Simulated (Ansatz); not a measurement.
# C3H4F4O: one species, many methods

An exercise on one series of results from a longer session: the logs are not shown, and one member is left open.

Computed with Ansatz 0.2.0, Gaussian basis. Level: functionals in def2-TZVPP, the program's frozen cores in correlated methods.

Plan: PBE-D4, r2SCAN-D4, PBE0-D4, B3LYP-D4, ωB97X-V, ωB97M-V, B2PLYP; CCSD(T)/def2-TZVPP; MP2/def2-QZVPP; extrapolation to the limit.

### Structure used throughout

All runs share one geometry, relaxed beforehand with PBE0-D4 in a triple-zeta def2 set.

SMILES `FCCOC(F)(F)F`, 12 atoms, charge 0, spin multiplicity 1.

Atoms are counted from 1 here; the program's logs count them from 0.

Bond lengths: F1–C2 1.377 Å, C2–C3 1.510 Å, C2–H9 1.093 Å, C2–H10 1.093 Å, C3–O4 1.427 Å, C3–H11 1.093 Å, C3–H12 1.093 Å, O4–C5 1.337 Å, C5–F6 1.340 Å, C5–F7 1.321 Å, C5–F8 1.340 Å. Angles: F1–C2–C3 108.1°, F1–C2–H9 108.8°, F1–C2–H10 108.8°, C3–C2–H9 110.9°, C3–C2–H10 110.8°, H9–C2–H10 109.3°, C2–C3–O4 105.8°, C2–C3–H11 110.5°, C2–C3–H12 110.4°, O4–C3–H11 110.3°, O4–C3–H12 110.4°, H11–C3–H12 109.4°, C3–O4–C5 116.0°, O4–C5–F6 112.5°, O4–C5–F7 108.2°, O4–C5–F8 112.5°, F6–C5–F7 108.4°, F6–C5–F8 106.6° and more.

The first run:

Input file in.yaml:

```yaml
crystal:
  periodic: [false, false, false]
  atoms:
    - {symbol: F, position_ang: [-2.266084, -0.815391, -1.479195]}
    - {symbol: C, position_ang: [-1.320305, 0.140864, -1.185588]}
    - {symbol: C, position_ang: [-0.399065, -0.418462, -0.128266]}
    - {symbol: O, position_ang: [0.555006, 0.608197, 0.138894]}
    - {symbol: C, position_ang: [1.471273, 0.329876, 1.072606]}
    - {symbol: F, position_ang: [2.216536, -0.738261, 0.758047]}
    - {symbol: F, position_ang: [2.270190, 1.375435, 1.192799]}
    - {symbol: F, position_ang: [0.924146, 0.075960, 2.269067]}
    - {symbol: H, position_ang: [-0.766804, 0.380533, -2.097165]}
    - {symbol: H, position_ang: [-1.827463, 1.038841, -0.823383]}
    - {symbol: H, position_ang: [0.103062, -1.316957, -0.495247]}
    - {symbol: H, position_ang: [-0.960502, -0.660624, 0.777440]}
basis:
  gaussian: {orbitals: def2-TZVPP}
hamiltonian: {xc: pbe, dispersion: d4}
output: {forces: true, orbitals: {seedname: orbitals}}
```

Run with:

```
ansatz run in.yaml --threads 2 --pin off --events-out ev --progress --plain --max-ram 22528MiB --backend cuda --devices 0, --max-vram 18GiB
```

Steps of the session up to this table: PBE-D4 (GGA); r2SCAN-D4 (meta-GGA); PBE0-D4 (hybrid); B3LYP-D4 (hybrid); ωB97X-V (range-separated); ωB97M-V (range-separated); B2PLYP (double hybrid); CCSD(T) in def2-TZVPP; MP2 in def2-QZVPP.

One of the session's tables, all rows but one given; the rest of the session is left out.

| method | atomisation energy (kJ/mol) |
| --- | --- |
| PBE-D4 | 5032.1 |
| r2SCAN-D4 | 4871.5 |
| PBE0-D4 | ? |
| B3LYP-D4 | 4811.4 |
| ωB97X-V | 4861.3 |
| ωB97M-V | 4862.8 |
| B2PLYP | 4782.6 |
| HF/def2-TZVPP | 3359.1 |
| MP2/def2-TZVPP | 4884.2 |
| CCSD/def2-TZVPP | 4615.6 |
| CCSD(T)/def2-TZVPP | 4708.6 |
| MP2/CBS | 5014.8 |
| CCSD(T)/CBS | 4839.3 |

Q: Estimate the row for PBE0-D4 from the others.

As computed: atomisation energy (kJ/mol): 4869.0. In the column «atomisation energy (kJ/mol)» it lies between ωB97M-V (4862.8) and r2SCAN-D4 (4871.5).
